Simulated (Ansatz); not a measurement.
# NiS: the cost of one run

Method: DFT r2SCAN, scalar-relativistic, plane waves, PAW, in Ansatz 0.2.0.

### 1 The structure to begin with

Symmetry: P6_3/mmc, No. 194, hexagonal system. The conventional cell has a = 3.425 Å, b = 3.425 Å, c = 5.340 Å, α = 90.00°, β = 90.00°, γ = 120.00°. Ni (site symmetry -3m) has 6 S at 2.39 Å and 2 Ni at 2.67 Å as nearest neighbours. Around S (site symmetry -6m2) lie 6 Ni at 2.39 Å.

Structure file:

```
CELL_PARAMETERS angstrom
3.42500 0.00000 0.00000
-1.71250 2.96614 0.00000
0.00000 0.00000 5.34000
ATOMIC_POSITIONS crystal
Ni 0.00000 0.00000 0.00000
Ni 0.00000 0.00000 0.50000
S 0.33333 0.66667 0.25000
S 0.66667 0.33333 0.75000
```

The structure comes from the Crystallography Open Database.

### 2 Ground state at the listed geometry

Input file input.yaml:

```yaml
crystal:
  lattice:
    - [3.425, 0.0, 0.0]
    - [-1.7125, 2.966137008, 0.0]
    - [0.0, 0.0, 5.34]
  atoms:
    - { symbol: Ni, position: [0.0, 0.0, 0.0], spin: 2.0 }
    - { symbol: Ni, position: [0.0, 0.0, 0.5], spin: 2.0 }
    - { symbol: S, position: [0.3333333333, 0.6666666667, 0.25] }
    - { symbol: S, position: [0.6666666667, 0.3333333333, 0.75] }
magnetization:
  spin_polarized: true
basis:
  ecutwfc: 500
  fft_grid_basis: typed
kpoints:
  mp_grid: { grid: [9, 9, 6] }
hamiltonian:
  xc: r2scan
  pseudopotentials: { kind: paw }
scf:
  occupations: { method: gaussian, width: 0.05 }
output:
  forces: true
  stress: true
  eigenvalues: true
  bader: true
  write_density: true
  volumetric_format: npy
  populations: true
  elf: true
```

Command:

```console
$ ansatz run input.yaml --threads 2 --pin off --max-ram 4096MiB --backend cpu --events-out ev --progress --plain --runs-dir out
```

What time and memory should one allow on 2 threads of Arm Neoverse N1, shared host?

About 64 s, with a peak of 0.57 GiB.
